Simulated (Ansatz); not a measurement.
## Cd, space group Im-3m: a series of slab calculations, step by step

Program: Ansatz's Python interface.

`cd.vasp`
```text
Cd
1.0
  -1.78432200    1.78432200    1.78432200
   1.78432200   -1.78432200    1.78432200
   1.78432200    1.78432200   -1.78432200
Cd
1
Direct
   0.00000000    0.00000000    0.00000000
```

Interactive session:
```pycon
>>> import warnings
>>> import ansatz as az
>>> from ase.build import surface
>>> from ase.io import read
>>> import numpy as np
>>> import pandas as pd
>>> warnings.simplefilter("ignore", az.DeckWarning)
>>> atoms = read("cd.vasp", format="vasp")
>>> # Miller indices count the vectors of the cell as typed
>>> rows = []
>>> for value in [-0.1, -0.05, 0.0, 0.05, 0.1]:
...     slab = surface(atoms, (1, 0, 0), 3, vacuum=7.0)
...     slab.pbc = True
...     model = (
...         az.Crystal.from_ase(slab).calculation()
...         .functional("mr2scan")
...         .basis(19 * az.Ha, xc_grid=2)
...         .occupations("Fermi-Dirac")
...         .eigensolver("davidson", full_accuracy=True)
...         .scf(extra_bands=4)
...         .kpoints(6, 6, 1)
...         .electric_field(axis=3, dipole_correction=True, amplitude=value)
...     )
...     summary = model.run(threads=1).report
...     face = summary["work_function"]
...     rows.append((value, len(slab), summary["free_energy_ev"], face["dipole_moment_e_ang"], face.get("phi_plus_ev"), face.get("phi_minus_ev")))
...

>>> print(pd.DataFrame(rows, columns=["field (V/A)", "atoms", "F (eV)", "dipole (e A)", "phi upper (eV)", "phi lower (eV)"]).round(4).to_string(index=False))
 field (V/A)  atoms      F (eV)  dipole (e A)  phi upper (eV)  phi lower (eV)
       -0.10      3 -24803.8570       -0.0421             NaN             NaN
       -0.05      3 -24803.8554       -0.0210             NaN             NaN
        0.00      3 -24803.8549       -0.0000          4.2514          4.2515
        0.05      3 -24803.8554        0.0210             NaN             NaN
        0.10      3 -24803.8570        0.0421             NaN             NaN
>>> print(f"induced dipole per field: {np.polyfit([row[0] for row in rows], [row[3] for row in rows], 1)[0]:.3f} e A^2/V")
induced dipole per field: 0.421 e A^2/V
```

The settings weren't tested for convergence. The mesh is modest for a metal, so energies can be off by several to tens of meV an atom and pressures by half a GPa or more; differences at equal mesh fare better. This isn't the structure that Cd takes at ambient conditions. The slabs are thin, unrelaxed cuts of the structure as given, on a modest mesh, so the surface energy isn't converged; Miller indices refer to the cell as typed, and unlike faces give only a mean. Hardware and time: 81 s on 1 thread of Intel(R) Xeon(R) Platinum 8488C (Sapphire Rapids) (shared host), peak memory 0.6 GiB.

(Lines on the test bed's own set-up are left out of the output.)
